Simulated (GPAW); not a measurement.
The system is RuS.

```xyz
2
Lattice="0.0000 2.7643 2.7643 2.7643 0.0000 2.7643 2.7643 2.7643 0.0000" Properties=species:S:1:pos:R:3 pbc="T T T"
Ru    0.0000    0.0000    0.0000
S     1.3821    1.3821    1.3821
```

The cell comes from a database or a generator and needn't be the stable form of this composition.

Base run:

```yaml
Program: GPAW 26.7.0
Functional: PBEsol
Potentials_or_basis: PAW data sets generated in the run's folder for this functional
Cutoff: 600 eV
Basis: pw
k_mesh: 6 × 6 × 6
Occupations: gaussian, width 0.05 eV
Spin: collinear spin, random start
Starting_moments: "[0.57, 0.0] μB"
Hubbard_terms: Ru d U = 2 eV
```

Its results: band gap on the k mesh none (metal or under the smearing width); pressure -19.8 GPa; net moment 0.60 μB per cell.

**Question.** The run is repeated on the same cell with these changes: spin from collinear spin, random start to collinear spin, zero start; moments at the start from [0.57, 0.0] to [0.0, 0.0]. What comes out?

**Answer.** Band gap on the k mesh none (metal or under the smearing width); pressure -20.7 GPa; net moment 0.00 μB per cell.

Not every run made on this cell is shown here.
